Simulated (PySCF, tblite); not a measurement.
# C₄H₇BClO₂ radical: geometry, infrared bands and EPR parameters

What infrared bands and EPR parameters should C₄H₇BClO₂ radical (`[CH2][C@H](C=C)OB(O)Cl`) show?

Computed with tblite 0.8.0 and PySCF 2.14.0, with density-fitted response routines of our own, on a single molecule in the gas phase. Atoms count from 0, in the outputs and in this text.

## (1) The molecule as given

15 atoms, charge 0, multiplicity 2; geometry from: force field or distance geometry start.

Bonds of the start (Å): C0–C1 1.52, C1–C2 1.49, C2–C3 1.32, C1–O4 1.38, O4–B5 1.47, B5–O6 1.48, B5–Cl7 1.86, C0–H8 1.11, C0–H9 1.10, C1–H10 1.09, C2–H11 1.08, C3–H12 1.10, C3–H13 1.10, O6–H14 0.99.

## (2) Optimising the geometry with GFN2-xTB

The job: settings as JSON, then the geometry in Å.

```
{"job": {"kind": "relax", "xc": "GFN2-xTB", "basis": "xTB"}, "charge": 0, "multiplicity": 2}
C      0.460900    -0.828300     1.638100
C      0.128600    -0.073200     0.360700
C      1.365600     0.688200     0.007200
C      2.217400     0.317200    -0.930800
O     -0.893500     0.837300     0.524000
B     -1.989700     0.630000    -0.430800
O     -2.369900    -0.784200    -0.617400
Cl    -3.452600     1.745400    -0.156500
H     -0.449400    -0.997400     2.254200
H      0.980600    -1.769200     1.406800
H     -0.137100    -0.760400    -0.447800
H      1.536600     1.611800     0.533600
H      2.098500    -0.614600    -1.494300
H      3.082200     0.968500    -1.097100
H     -2.582700    -0.963200    -1.571700
```

Run with:

```console
$ OMP_NUM_THREADS=1 python probes_run.py task.json out
```

The driver reads the jobs from task.json and runs them one after another.

**Question.** This job is followed by: GFN2-xTB harmonic vibrations, gas phase; UKS B3LYP, pcH-1 on B C Cl H O, non-relativistic, mean-field spin-orbit, GIAO. What will the session give for the following? strongest single infrared mode (GFN2-xTB); zero-point energy (GFN2-xTB); g(iso) (B3LYP); ⟨S²⟩; largest a(iso) (averaged by class); potential on the surface of density 0.002 e/bohr³, 1st and 99th percentile.

The runs gave:

| quantity | value |
| --- | --- |
| strongest single infrared mode (GFN2-xTB) | 1356 cm⁻¹, 532 km/mol |
| zero-point energy (GFN2-xTB) | 65.8 kcal/mol |
| g(iso) (B3LYP) | 2.00252 |
| ⟨S²⟩ | 0.755 (exact 0.75) |
| largest a(iso) (averaged by class) | 13C on C0, 90.5 MHz |
| potential on the surface of density 0.002 e/bohr³, 1st and 99th percentile | -1.11 V and 2.55 V |

**Reading.** Over 74 steps the energy fell by 1.906 eV; of the close pairs, O4–B5 changed most, 1.468 to 1.330 Å. All 39 modes are real, so the xTB geometry is a minimum. The strongest single mode, at 1356 cm⁻¹, moves mainly B5. GFN2-xTB is a fitted tight-binding method: band positions and strengths are rough. Its intensities can rank the bands wrongly. Most of the unpaired spin sits on C0 (1.05 e). The isotropic g lies 0.2 ppt above the free-electron value. These values are for one conformer; the search (at its own cheap level) found 2 more, at 0.27, 1.73 kcal/mol, and measured spectra average over such forms.
